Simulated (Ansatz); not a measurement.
# C₂H₈O₂S₂Sn: vertical ionisation energy

One table from this session's results is given with a row withheld; the runs are named, their logs left out.

Computed with Ansatz 0.2.0, Gaussian basis. Level: unrestricted cation, the program's frozen cores in correlated methods.

Levels to be run: UKS PBE-D4/def2-TZVPP; UKS r2SCAN-D4/def2-TZVPP; UKS PBE0-D4/def2-TZVPP; UKS B3LYP-D4/def2-TZVPP; UKS wB97X-V/def2-TZVPP; UKS wB97M-V/def2-TZVPP; UKS B2PLYP (frozen core with filled d shells)/def2-TZVPP; UHF-CCSD(T) with filled d shells/def2-TZVPP; UHF-MP2 with filled d shells/def2-QZVPP; extrapolation to the limit; then −ε(HOMO) from the neutral's earlier runs with LDA (SPW92), PBE-D4, revPBE-D4, BLYP-D4, r2SCAN-D4, B97M-V, PBE0-D4, B3LYP-D4, r2SCANh-D4, r2SCAN0-D4, HSE06-D4, BHLYP-D4, CAM-B3LYP-D4, LC-ωPBE, ωB97X-V, ωB97M-V.

### Structure used throughout

An earlier PBE0-D4 in a triple-zeta def2 set relaxation fixed the geometry. Sn takes the def2 core potential; no spin-orbit term is included.

SMILES `C[O][Sn]([SH])([SH])[O]C`, 15 atoms, charge 0, spin multiplicity 1.

Atoms are counted from 1 here; the program's logs count them from 0.

Bond lengths: C1–O2 1.411 Å, C1–H8 1.093 Å, C1–H9 1.097 Å, C1–H10 1.097 Å, O2–Sn3 1.957 Å, Sn3–S4 2.377 Å, Sn3–S5 2.375 Å, Sn3–O6 1.951 Å, S4–H11 1.346 Å, S5–H12 1.345 Å, O6–C7 1.411 Å, C7–H13 1.097 Å, C7–H14 1.097 Å, C7–H15 1.093 Å. Angles: O2–C1–H8 107.8°, O2–C1–H9 112.1°, O2–C1–H10 112.3°, H8–C1–H9 108.2°, H8–C1–H10 108.0°, H9–C1–H10 108.2°, C1–O2–Sn3 119.8°, O2–Sn3–S4 101.4°, O2–Sn3–S5 113.9°, O2–Sn3–O6 108.4°, S4–Sn3–S5 117.1°, S4–Sn3–O6 114.2°, S5–Sn3–O6 102.1°, Sn3–S4–H11 89.5°, Sn3–S5–H12 91.7°, Sn3–O6–C7 119.7°, O6–C7–H13 112.2°, O6–C7–H14 112.3° and more.

The first run:

Input file in.yaml:

```yaml
crystal:
  periodic: [false, false, false]
  atoms:
    - {symbol: C, position_ang: [-1.277892, 1.793940, 0.417932]}
    - {symbol: O, position_ang: [-1.318135, 0.384453, 0.468122]}
    - {symbol: Sn, position_ang: [-0.202099, -0.665796, -0.749335]}
    - {symbol: S, position_ang: [-0.783782, -2.883848, -0.121463]}
    - {symbol: S, position_ang: [-0.466299, -0.084639, -3.036494]}
    - {symbol: O, position_ang: [1.665963, -0.207650, -0.424282]}
    - {symbol: C, position_ang: [2.227431, -0.427858, 0.851014]}
    - {symbol: H, position_ang: [-2.023785, 2.175367, 1.120278]}
    - {symbol: H, position_ang: [-0.297982, 2.189880, 0.711118]}
    - {symbol: H, position_ang: [-1.520140, 2.182274, -0.579079]}
    - {symbol: H, position_ang: [-1.546766, -2.391093, 0.872176]}
    - {symbol: H, position_ang: [-1.676571, -0.668559, -3.085514]}
    - {symbol: H, position_ang: [1.766686, 0.203672, 1.620619]}
    - {symbol: H, position_ang: [2.141911, -1.474281, 1.169155]}
    - {symbol: H, position_ang: [3.289760, -0.176661, 0.795052]}
basis:
  gaussian: {orbitals: def2-TZVPP}
total_charge: 1
magnetization: {spin_polarized: true, initial_magnetization: 1}
hamiltonian: {xc: pbe, dispersion: d4}
```

Among the steps run: Cation, UKS PBE-D4/def2-TZVPP; Cation, UKS r2SCAN-D4/def2-TZVPP; Cation, UKS PBE0-D4/def2-TZVPP; Cation, UKS B3LYP-D4/def2-TZVPP; Cation, UKS wB97X-V/def2-TZVPP; Cation, UKS wB97M-V/def2-TZVPP; Cation, UKS B2PLYP (frozen core with filled d shells)/def2-TZVPP; Cation, UHF-CCSD(T) with filled d shells/def2-TZVPP; Cation, UHF-MP2 with filled d shells/def2-QZVPP.

One of the session's tables, all rows but one given; the rest of the session is left out.

For comparison, −ε(HOMO) of the neutral from earlier runs:

```
  functional  −ε(HOMO) (eV)
 LDA (SPW92)           6.52
      PBE-D4           6.37
   revPBE-D4           6.32
     BLYP-D4           6.26
   r2SCAN-D4           6.72
      B97M-V           6.84
     PBE0-D4           7.81
    B3LYP-D4           7.54
  r2SCANh-D4              ?
  r2SCAN0-D4           8.01
    HSE06-D4           7.41
    BHLYP-D4           8.93
CAM-B3LYP-D4           9.14
     LC-ωPBE          10.57
     ωB97X-V          10.20
     ωB97M-V          10.03
```

**Question.** Estimate the row for r2SCANh-D4.

Worked estimate for «−ε(HOMO) (eV)». Against the share of exact exchange, r2SCAN-D4 (0, 6.72), r2SCAN0-D4 (0.25, 8.01) give a slope of 5.16 per unit share; at 0.1 the line stands at 7.24.

**Answer.** −ε(HOMO) (eV): 7.27. In «−ε(HOMO) (eV)» the line misses by -0.03.
